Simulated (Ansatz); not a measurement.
**Co: one candidate of a structure search**

Where does this trial cell of Co go when cell and atoms are let free?

Method: DFT PBE, scalar-relativistic, plane waves, PAW, in Ansatz 0.2.0.

### Step 1. The structure to begin with

It takes space group P6/mmm (No. 191, hexagonal). The conventional cell has a = 2.473 Å, b = 2.473 Å, c = 14.000 Å, α = 90.00°, β = 90.00°, γ = 120.00°. Around Co (site symmetry 6/mmm) lie 6 Co at 2.47 Å.

As a file:

```
Co
1.0
     2.47311    0.00000    0.00000
    -1.23656    2.14178    0.00000
     0.00000    0.00000   14.00000
Co
1
Cartesian
  0.0000 0.0000 7.0000
```

A structure generator made this guess: random sheet by layer group and Wyckoff sites. Its size is a rough estimate.

Only a and b are periodic; c spans vacuum, so the box's volume, pressure and space group aren't properties of the sheet.

### Step 2. A first look at the guess

File input.yaml:

```yaml
crystal:
  lattice:
    - [2.473112, 0.0, 0.0]
    - [-1.236556, 2.141778, 0.0]
    - [0.0, 0.0, 14.0]
  atoms:
    - { symbol: Co, position: [0.0, 0.0, 0.5], spin: 3.0 }
  periodic: [true, true, false]
basis:
  ecutwfc: 420
kpoints:
  mp_grid: { grid: [6, 6, 1] }
hamiltonian:
  xc: pbe
scf:
  occupations: { method: gaussian, width: 0.1 }
  lower_state_search: "off"
output:
  forces: true
  stress: true
  eigenvalues: true
  populations: true
magnetization:
  spin_polarized: true
```

Command:

```sh
$ ansatz run input.yaml --threads 1 --pin off --max-ram 2048MiB --backend cpu --events-out ev --progress --plain --runs-dir out
```

Further runs follow: rough relaxation on the coarse mesh; full relaxation.

What does the calculation give? Wanted: relaxed cell; area; thickness between outermost nuclei; energy over the standard state; gap on the mesh; total moment.

As calculated:

```
                              quantity                                 value
symmetry at the end (tolerance 0.05 Å)           layer group p6/mmm (No. 80)
                          relaxed cell  a = 2.347 Å, b = 2.347 Å, γ = 120.0°
                                  area                          4.77 Å²/atom
    thickness between outermost nuclei                                0.00 Å
        energy over the standard state                         +1.41 eV/atom
                       gap on the mesh                          none (metal)
                          total moment                          1.80 μB/cell
```

**Reading.** The layer group p6/mmm (No. 80) is kept, and the area per atom shrinks by 9.9 % from the first guess. It lies above the element's standard state, so it is metastable at best. No finished test with a distortion of lower symmetry is shown, so the end may be a saddle point. Other magnetic orders were not searched.
